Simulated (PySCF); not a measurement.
# Bi2F8O (Bi2(O)1(F)8): the cost of one run

Program: PySCF 2.14.0. Level of theory: BP86, Bi def2-SVP with ECP60, O def2-SVP, F def2-SVP; scalar-relativistic core potentials, no spin–orbit coupling. These are calculated values, not measurements.

5 further runs of the same task are left out: 2 for a known fault of the program, 3 that didn't finish.

## 1. The system as given

11 atoms, charge 0, spin multiplicity 1.

Bond lengths: Bi1–O3 2.121 Å, Bi1–F4 2.029 Å, Bi1–F5 2.029 Å, Bi1–F6 2.043 Å, Bi1–F7 2.041 Å, Bi2–O3 2.121 Å, Bi2–F8 2.029 Å, Bi2–F9 2.029 Å, Bi2–F10 2.043 Å, Bi2–F11 2.041 Å. Angles: O3–Bi1–F4 121.6°, O3–Bi1–F5 121.6°, O3–Bi1–F6 84.3°, O3–Bi1–F7 96.1°, F4–Bi1–F5 116.4°, F4–Bi1–F6 89.7°, F4–Bi1–F7 90.1°, F5–Bi1–F6 89.7°, F5–Bi1–F7 90.1°, F6–Bi1–F7 179.6°, O3–Bi2–F8 121.6°, O3–Bi2–F9 121.6°, O3–Bi2–F10 84.3°, O3–Bi2–F11 96.1°, F8–Bi2–F9 116.4°, F8–Bi2–F10 89.7°, F8–Bi2–F11 90.1°, F9–Bi2–F10 89.7° and more.

Geometry (Å):

```xyz
11
charge 0, multiplicity 1
Bi    0.0000    0.0542    1.9475
Bi    0.0000    0.0542   -1.9475
O     0.0000    0.8956    0.0000
F     1.7236   -0.2613    2.9696
F    -1.7236   -0.2613    2.9696
F     0.0000    2.0013    2.5663
F     0.0000   -1.8951    1.3422
F     1.7236   -0.2613   -2.9696
F    -1.7236   -0.2613   -2.9696
F     0.0000    2.0013   -2.5663
F     0.0000   -1.8951   -1.3422
```

Formal oxidation states: Bi +5. An earlier session relaxed this geometry at BP86, Bi def2-SVP with ECP60, O def2-SVP, F def2-SVP (singlet, point group C2v).

Its energy there is -1302.764153 Eh.

## 2. Atoms moved at random, σ = 0.03 Å

run.py (the lines that set the calculation)

```python
mol = gto.M(atom='''
Bi     0.01872     0.01258     1.95321
Bi     0.00831     0.06134    -1.97465
O      0.01978     0.89243    -0.03966
F      1.72561    -0.26361     2.97707
F     -1.74661    -0.16724     2.94603
F      0.02777     2.05991     2.57767
F      0.00163    -1.91562     1.36001
F      1.71192    -0.25478    -2.95505
F     -1.74519    -0.28423    -2.96186
F     -0.02940     1.93470    -2.59278
F      0.00746    -1.90426    -1.28999''',
    basis={'Bi': 'def2-SVP', 'O': 'def2-SVP', 'F': 'def2-SVP'},
    ecp={'Bi': 'def2-SVP'},
    charge=0, spin=0)
mf = dft.RKS(mol, xc='B88,P86')
mf.grids.atom_grid = (50, 194)
mf = mf.density_fit()  # fitting sets: Bi def2-universal-JKFIT, O def2-universal-JKFIT, F def2-universal-JKFIT
mf.conv_tol = 1e-08; mf.max_cycle = 55
mf.kernel(dm0)  # dm0: the density of the relaxed state
```

Launch:

```console
> OMP_NUM_THREADS=4 python run.py
```

**Question.** How long does this run take on 4 threads of Arm Neoverse V2, shared host?

About 7.8 s.
